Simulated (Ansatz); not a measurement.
# K: the cost of one run

All numbers are computed with the Python package of Ansatz 0.2.0. Level of theory: DFT PBEsol, plane waves, PAW.

## (1) The structure

The structure is trigonal, space group R-3m (No. 166). Conventional cell: a = 4.786 Å, b = 4.786 Å, c = 34.916 Å, α = 90.00°, β = 90.00°, γ = 120.00°.

The script holds or builds the structure itself.

## (2) Script

Input file ecut.py:

```python
"""Convergence of K with the plane-wave cutoff."""

import warnings

import ansatz

warnings.simplefilter("ignore", ansatz.DeckWarning)

xtal = (
    ansatz.Lattice.from_parameters(4.786428, 4.786428, 34.915719, alpha=90, beta=90, gamma=120)
    .space_group(166)
    .atom("K", (0.0, 0.0, 0.0))
    .atom("K", (2 / 3, 1 / 3, 0.111075))
    .primitive()
)

base = xtal.calculation()
base = base.functional("pbesol")
base = base.kpoints(7, 7, 7, center="gamma")
base = base.occupations("fermi_dirac", width=50 * ansatz.meV)

rows = []
for value in [250, 350, 450, 550, 650, 750]:
    summary = base.basis(value).run(threads=1, backend="cpu").report
    rows.append((value, summary["free_energy_ev"] / len(summary["lattice"]["sites"]), summary["n_iterations"], summary["n_pw"]))

print(" cutoff (eV)   F/atom (eV)    iterations   plane waves")
for row in rows:
    print(f"{str(row[0]):>12s}  {row[1]:12.5f}  {row[2]:12d}  {row[3]:12d}")

# the last row is the reference
for row in rows[:-1]:
    shift = 1000 * (row[1] - rows[-1][1])
    print(f"{row[0]}: {shift:+.2f} meV/atom" + ("  (within 5 meV)" if abs(shift) < 5 else ""))
```

## (3) What the engine is handed

The package turns the script's settings into the engine's input (first run):

```yaml
crystal:
  lattice:
    a: 4.786428
    b: 4.786428
    c: 34.915719
    alpha: 90.0
    beta: 90.0
    gamma: 120.0
  space_group: 166
  atoms:
    - { symbol: K, position: [0.0, 0.0, 0.0] }
    - { symbol: K, position: [0.6666666666666666, 0.3333333333333333, 0.111075] }
  reduce_to_primitive: true
basis:
  ecutwfc: 250.0
kpoints:
  mp_grid:
    grid: [7, 7, 7]
    shift: [0.0, 0.0, 0.0]
hamiltonian:
  xc: pbesol
scf:
  occupations:
    method: fermi_dirac
    width: 0.05
```

## (4) The run

Launch:

```bash
python ecut.py
```

Q: Estimate wall time and peak memory on 1 thread of Intel Xeon Platinum 8259CL at 2.50GHz (Skylake/Cascade Lake), shared host.

About 76 s, with a peak of 0.78 GiB.
